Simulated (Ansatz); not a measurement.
# CoRu3: the cost of one run

Computed with Ansatz 0.2.0 (DFT PBE, scalar-relativistic, plane waves, PAW, unless a step's input says otherwise).

2 further runs of the same task are left out: 1 that didn't finish, 1 set aside as unsound or not needed.

## Step 1: Starting point

The structure is hexagonal, space group P-6m2 (No. 187). The conventional cell has a = 2.693 Å, b = 2.693 Å, c = 8.368 Å, α = 90.00°, β = 90.00°, γ = 120.00°. Around Co (site symmetry -6m2) lie 6 Ru at 2.57 Å and 6 Co at 2.69 Å. Around Ru (site symmetry 3m) lie 3 Co at 2.57 Å and 9 Ru at 2.64 to 2.69 Å. Ru (site symmetry -6m2) is surrounded by 12 Ru at 2.64 to 2.69 Å.

As a file:

```cif
data_structure
_symmetry_space_group_name_H-M 'P 1'
_symmetry_Int_Tables_number 1
_cell_length_a 2.6933
_cell_length_b 2.6933
_cell_length_c 8.3681
_cell_angle_alpha 90.000
_cell_angle_beta 90.000
_cell_angle_gamma 120.000
_cell_volume 52.57
loop_
_atom_site_label
_atom_site_type_symbol
_atom_site_fract_x
_atom_site_fract_y
_atom_site_fract_z
_atom_site_occupancy
Co1 Co 0.66667 0.33333 0.00000 1
Ru1 Ru 0.33333 0.66667 0.75505 1
Ru2 Ru 0.33333 0.66667 0.24495 1
Ru3 Ru 0.66667 0.33333 0.50000 1
```

The cell was relaxed beforehand at this level, from a generated guess; it needn't be the stable form of this composition. At a tolerance of 0.05 Å it has space group P-6m2 (No. 187); it has 13.14 Å³/atom, an uncorrected energy of +0.08 eV/atom over the elements.

## Step 2: Bands, states and charges

The input, input.yaml:

```yaml
crystal:
  lattice:
    - [2.6932959426, 0.0, 0.0]
    - [-1.3466479713, 2.3324627062, 0.0]
    - [0.0, 0.0, 8.3680908557]
  atoms:
    - { symbol: Co, position: [0.6666666667, 0.3333333333, 0.0], spin: 1.49 }
    - { symbol: Ru, position: [0.3333333333, 0.6666666667, 0.7550456588] }
    - { symbol: Ru, position: [0.3333333333, 0.6666666667, 0.2449543412] }
    - { symbol: Ru, position: [0.6666666667, 0.3333333333, 0.5] }
basis:
  ecutwfc: 420
kpoints:
  mp_grid: { grid: [18, 18, 6] }
  band_path:
    path:
      - [[0.0, 0.0, 0.0], [0.5, 0.0, 0.0], [0.33333333, 0.33333333, 0.0], [0.0, 0.0, 0.0], [0.0, 0.0, 0.5], [0.5, 0.0, 0.5], [0.33333333, 0.33333333, 0.5], [0.0, 0.0, 0.5]]
      - [[0.5, 0.0, 0.5], [0.5, 0.0, 0.0]]
      - [[0.33333333, 0.33333333, 0.5], [0.33333333, 0.33333333, 0.0]]
    npoints: 14
hamiltonian:
  xc: pbe
scf:
  occupations: { method: gaussian, width: 0.1 }
  n_extra_bands: 10
output:
  forces: true
  stress: true
  eigenvalues: true
  populations: true
  dos: { projected: true, de: 0.02, nscf_kmesh: { grid: [22, 22, 8] } }
  bader: true
  write_density: true
  write_potential: true
  elf: true
  volumetric_format: npy
magnetization:
  spin_polarized: true
checkpoint:
  read: start.run
  write: ck
  compress: false
  write_wavefunctions: false
  write_every: 100000
```

On the command line:

```console
$ ansatz run input.yaml --threads 4 --pin off --max-ram 8192MiB --backend cpu --events-out ev --progress --plain --runs-dir out
```

**Question.** How long does this run take on 4 threads of Arm Neoverse V1, shared host, and how much memory does it need?

About 53 s, with a peak of 0.76 GiB.
